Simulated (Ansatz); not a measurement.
Task: a search for lower mean-field states of C2H4Se, SMILES C=C[SeH], with Ansatz's Python interface. Give the script and its output. Use (for the species named): Hartree-Fock, def2-SVP basis, multiplicity 1.

| atom | x (Å) | y (Å) | z (Å) |
| --- | --- | --- | --- |
| C | -0.7097 | 0.3570 | -0.5915 |
| C | -0.0680 | 0.1716 | 0.5097 |
| Se | 0.7373 | -1.5280 | 0.7975 |
| H | -0.7883 | -0.3608 | -1.3610 |
| H | -1.2242 | 1.3602 | -0.7833 |
| H | 0.0344 | 0.9704 | 1.2571 |
| H | 2.0798 | -1.0384 | 0.1257 |

`states_c2h4se.py`:
```python
"""Restricted and unrestricted solutions of C2H4Se, stretched and not."""

import ansatz as az
import numpy as np

geometry_ang = [
    ("C", (-0.7097, 0.357, -0.5915)),
    ("C", (-0.068, 0.1716, 0.5097)),
    ("Se", (0.7373, -1.528, 0.7975)),
    ("H", (-0.7883, -0.3608, -1.361)),
    ("H", (-1.2242, 1.3602, -0.7833)),
    ("H", (0.0344, 0.9704, 1.2571)),
    ("H", (2.0798, -1.0384, 0.1257)),
]
molecule = az.Crystal.molecule()
for symbol, xyz in geometry_ang:
    molecule = molecule.atom(symbol, xyz)
symbols = [site.symbol for site in molecule.cartesian_sites]

start = np.array([site.position_ang for site in molecule.cartesian_sites])
for factor in [1.0, 1.3]:
    xyz = (start - start.mean(axis=0)) * factor
    scaled = az.Crystal.molecule()
    for symbol, place in zip(symbols, xyz):
        scaled = scaled.atom(symbol, place.tolist())
    job = (
        scaled.calculation()
        .basis(gaussian="def2-SVP")  # atom-centred Gaussian functions
        .functional("HF")
        .spin("collinear")
    )
    for search in ("off", "standard"):
        try:
            rep = job.scf(lower_state_search=search).run(threads=1).report
        except az.AnsatzError as error:
            print(f"x{factor} search {search}: {type(error).__name__}")
            continue
        state = rep["mean_field"]["state"]
        print(f"all distances x{factor}, search {search:8s} E = {rep['free_energy_ev']:.5f} eV  <S^2> = {abs(state['spin_squared']):.3f}  other states met: {len(rep['mean_field']['others'])}")
```

```console
$ python states_c2h4se.py
all distances x1.0, search off      E = -67416.33374 eV  <S^2> = 0.000  other states met: 0
all distances x1.0, search standard E = -67416.33374 eV  <S^2> = 0.000  other states met: 0
all distances x1.3, search off      E = -67406.45140 eV  <S^2> = 0.000  other states met: 0
all distances x1.3, search standard E = -67408.14746 eV  <S^2> = 1.785  other states met: 7
```

Total energies depend on the basis set; only differences at equal settings carry meaning. The count of other states can hold repeated and symmetry-equivalent ends of the search; scaling all distances is a test, and for more than two atoms no physical path. The geometry comes from a force field and isn't relaxed at this level. The expectation value of S² is noticeably off S(S+1) in at least one run, so that state is spin-contaminated. The whole script took 13 s on 1 thread of AMD EPYC 7B13 (Zen 3) (shared host), peak memory 0.29 GiB.
